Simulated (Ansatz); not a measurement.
**FH3NOY: small, medium and large basis sets**

The task here is to estimate one member of a computed series from the others.

The runs use Ansatz 0.2.0, Gaussian basis; one geometry, several basis sets.

The runs, in order: PBE0-D4/def2-SVP; ωB97M-V/def2-SVP; PBE0-D4/def2-QZVPP; ωB97M-V/def2-QZVPP; the functionals' def2-TZVPP values are taken from earlier runs.

## The relaxed structure

An earlier PBE0-D4 in a triple-zeta def2 set relaxation fixed the geometry. Y takes the def2 core potential; no spin-orbit term is included.

SMILES `[NH2][Y]([OH])[F]`, 7 atoms, charge 0, spin multiplicity 1.

Atoms are counted from 1 here; the program's logs count them from 0.

Bond lengths: N1–Y2 2.143 Å, N1–H5 1.013 Å, N1–H6 1.013 Å, Y2–O3 2.022 Å, Y2–F4 2.016 Å, O3–H7 0.952 Å. Angles: Y2–N1–H5 126.9°, Y2–N1–H6 126.9°, H5–N1–H6 106.2°, N1–Y2–O3 117.0°, N1–Y2–F4 117.5°, O3–Y2–F4 125.5°, Y2–O3–H7 170.7°.

Set-up of the first run:

in.yaml

```yaml
crystal:
  periodic: [false, false, false]
  atoms:
    - {symbol: N, position_ang: [-1.140573, 1.019577, 0.352537]}
    - {symbol: Y, position_ang: [0.029076, -0.655262, -0.293353]}
    - {symbol: O, position_ang: [2.031772, -0.524360, -0.048115]}
    - {symbol: F, position_ang: [-0.953034, -2.225900, -1.088525]}
    - {symbol: H, position_ang: [-2.148505, 1.112899, 0.302184]}
    - {symbol: H, position_ang: [-0.798072, 1.876697, 0.770092]}
    - {symbol: H, position_ang: [2.979337, -0.603662, 0.005180]}
basis:
  gaussian: {orbitals: def2-SVP}
hamiltonian: {xc: pbe0, dispersion: d4}
output: {orbitals: {seedname: orbitals}}
```

The run is started by

```console
$ ansatz run in.yaml --threads 2 --pin off --events-out ev --progress --plain --max-ram 32768MiB --backend cpu
```

Steps of the session up to this table: PBE0-D4 in def2-SVP; ωB97M-V in def2-SVP; PBE0-D4 in def2-QZVPP; ωB97M-V in def2-QZVPP.

One table of the session follows, with a row left open; its other results are not shown here.

It belongs to the step «Functionals by basis». 

```
functional       basis  HOMO (eV)  LUMO (eV)
   PBE0-D4    def2-SVP      -6.63      -1.47
   PBE0-D4  def2-TZVPP      -6.83      -1.56
   PBE0-D4  def2-QZVPP      -6.86      -1.56
   ωB97M-V    def2-SVP          ?          ?
   ωB97M-V  def2-TZVPP      -9.18      -0.32
   ωB97M-V  def2-QZVPP      -9.21      -0.40
```

Estimate the missing values for ωB97M-V, def2-SVP.

The run gave: HOMO (eV): -8.96; LUMO (eV): -0.14. In the column «HOMO (eV)» it lies between ωB97M-V, def2-TZVPP (-9.18) and PBE0-D4, def2-QZVPP (-6.86).
